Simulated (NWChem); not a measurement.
# C3H5F (SMILES C=CCF): M06-2X/6-31++G(d,p) (spherical functions)

What is the electronic atomisation energy of C3H5F at M06-2X/6-31++G** (spherical functions)? 

The results are computed with NWChem 7.3.0.

### Step 1. The system as given

C3H5F has 9 atoms, charge 0, and is taken as a singlet. As SMILES, `C=CCF`. The coordinates come from a PBE0-D4/def2-TZVP relaxation. This is one conformer, not always the lowest.

Bond lengths: C1–C2 1.324 Å, C2–C3 1.486 Å, C3–F4 1.387 Å, C1–H5 1.084 Å, C1–H6 1.086 Å, C2–H7 1.087 Å, C3–H8 1.096 Å, C3–H9 1.094 Å. Some angles: C1–C2–C3 123.6°, C2–C3–F4 110.3°, C1–C2–H7 120.6°, C3–C2–H7 115.9°, C2–C1–H5 121.7°, C2–C1–H6 121.3°, C2–C3–H8 111.1°, C2–C3–H9 111.2°, F4–C3–H8 106.9°, F4–C3–H9 108.2°.

### Step 2. A single-point energy at M06-2X/6-31++G(d,p) (spherical functions) (run 1)

File nw.nw:

```
start nw
memory stack 880 mb heap 220 mb global 1100 mb

geometry noautosym nocenter noautoz
   C     -0.578000     1.122500    -0.608000
   C      0.352500     0.215400    -0.353400
   C      0.200500    -0.852800     0.668500
   F      0.430500    -2.098200     0.102300
   H     -0.422500     1.909200    -1.336700
   H     -1.531700     1.114000    -0.089100
   H      1.299800     0.230700    -0.886500
   H      0.929800    -0.730800     1.477200
   H     -0.806800    -0.852300     1.094700
end

basis "ao basis" spherical bse
   * library 6-31++G**
end

dft
   xc m06-2x
   grid fine
   convergence energy 1e-08
   maxiter 100
   mulliken
   print low
end

task dft energy
```

Run with:

```
$ nwchem nw.nw > nw.out
```

Output:

```text
[...]
 d= 0,ls=0.0,diis     1   -216.9955750971 -3.32D+02  8.43D-03  4.36D-01     4.3
[...]
 d= 0,ls=0.0,diis    10   -217.0501236147 -1.81D-09  5.04D-07  9.55D-10    35.6
         Total DFT energy =     -217.050123614672
      One electron energy =     -522.819686608025
           Coulomb energy =      219.664533231538
    Exchange-Corr. energy =      -28.475586784279
 Nuclear repulsion energy =      114.580616546095
[...]
      Total Density - Mulliken Population Analysis
     ---------------------------------------------
    Atom       Charge   Shell Charges
 -----------   ------   -------------------------------------------------------
    1 C    6     6.35   2.00  0.68  2.03  0.57  0.95  0.00  0.09  0.03
    2 C    6     5.97   2.00  0.68  2.04  0.51  0.84 -0.21  0.09  0.03
    3 C    6     6.14   2.00  0.67  1.99  0.54  0.68  0.14  0.06  0.07
    4 F    9     9.30   2.00  0.93  3.29  1.05  1.95 -0.03  0.10  0.01
    5 H    1     0.85   0.53  0.30  0.01  0.01
    6 H    1     0.87   0.53  0.31  0.01  0.01
    7 H    1     0.83   0.53  0.29 -0.01  0.01
    8 H    1     0.86   0.53  0.30  0.01  0.01
    9 H    1     0.83   0.54  0.31 -0.02  0.01
[...]
```

It took 36 s on 1 thread of Intel Xeon Platinum 8259CL at 2.50GHz (Skylake/Cascade Lake), shared host; peak memory 0.11 GiB.

### Step 3. The C atom, same level (run 2)

File a.nw:

```
start a
title "C"
memory 2200 mb

geometry noautosym nocenter noautoz
  C     0.000000    0.000000    0.000000
end

basis spherical bse
  C library 6-31++G**
end

dft
  xc m06-2x
  mult 3
  grid fine
  convergence energy 1e-08
  maxiter 100
  mulliken
  noprint "final vectors analysis"
end

task dft energy
```

Run the same way, it converges to -37.83242 Eh (log not shown).

### Step 4. The F atom, same level (run 3)

File a.nw:

```
start a
title "F"
memory 2200 mb
charge 0
geometry units angstroms noautosym nocenter noautoz
  F      0.000000     0.000000     0.000000
end
basis "ao basis" spherical bse
  F library 6-31++G**
end
dft
  xc m06-2x
  mult 2
  grid fine
  convergence energy 1e-08
  maxiter 100
  mulliken
  print low
end
task dft energy
```

Run the same way, it converges to -99.69290 Eh (log not shown).

### Step 5. The H atom, same level (run 4)

File h.xyz:

```xyz
1

H      0.000000     0.000000     0.000000
```

File h.nw:

```
START h
memory 2200 mb

GEOMETRY units angstroms noautosym nocenter noautoz
 load format xyz h.xyz
END

BASIS spherical bse
 * library 6-31++G**
END

DFT
 xc m06-2x
 mult 2
 grid fine
 convergence energy 1e-08
 maxiter 100
 mulliken
 noprint "final vectors analysis"
END

TASK dft energy
```

Run with:

```
$ nwchem h.nw > h.out
```

Output:

```text
[...]
          Wavefunction type:  spin polarized.
          No. of atoms     :     1
          No. of electrons :     1
[...]
          Charge           :     0
          Spin multiplicity:     2
[...]
          AO basis - number of functions:     6
[...]
              XC Information
              --------------
                       M06-2X Method XC Functional
                     Hartree-Fock (Exact) Exchange  0.540
                        M06-2X Exchange Functional  1.000
                      M06-2X Correlation Potential  1.000
[...]
 d= 0,ls=0.0,diis     1     -0.4979365686 -4.98D-01  8.72D-03  4.20D-04     0.1
[...]
  Singularity in Pulay matrix. Error and Fock matrices removed.
  Singularity in Pulay matrix. Error and Fock matrices removed.
 d= 0,ls=0.0,diis     5     -0.4983021539 -1.91D-10  2.03D-07  1.31D-13     0.2
[...]
         Total DFT energy =       -0.498302153885
      One electron energy =       -0.498399662655
           Coulomb energy =        0.306920447892
    Exchange-Corr. energy =       -0.306822939122
 Nuclear repulsion energy =        0.000000000000
[...]
      Total Density - Mulliken Population Analysis
     ---------------------------------------------
    Atom       Charge   Shell Charges
 -----------   ------   -------------------------------------------------------
    1 H    1     1.00   0.38  0.57  0.06  0.00
     --------------------------------------------
      Spin Density - Mulliken Population Analysis
     --------------------------------------------
    Atom       Charge   Shell Charges
 -----------   ------   -------------------------------------------------------
    1 H    1     1.00   0.38  0.57  0.06  0.00
[...]
      <S2> =      0.7500 (Exact =     0.7500)
[...]
```

Wall time 0.76 s (1 thread of Intel Xeon Platinum 8259CL at 2.50GHz (Skylake/Cascade Lake), shared host); peak memory 0.1 GiB.

### Step 6. All runs side by side

```csv
run,level,partner,energy (Eh),wall time
1,M06-2X/6-31++G** (spherical functions),base,-217.050124,36 s
2,UM06-2X/6-31++G** (spherical functions),atoms,-37.832422,1.2 s
3,UM06-2X/6-31++G** (spherical functions),atoms,-99.692896,2.5 s
4,UM06-2X/6-31++G** (spherical functions),atoms,-0.498302,0.76 s
```

### Step 7. Summary of results

Level: M06-2X/6-31++G** (spherical functions).

| quantity | value |
| --- | --- |
| H atom: total energy | -0.49830 Eh |
| H atom: ⟨S²⟩ | 0.750 |
| electronic atomisation energy | 37.237 eV |

Taking the molecule apart into free atoms costs 37.24 eV (859 kcal/mol), before zero-point energy and without spin-orbit coupling. All runs together took 41 s, the longest 36 s.
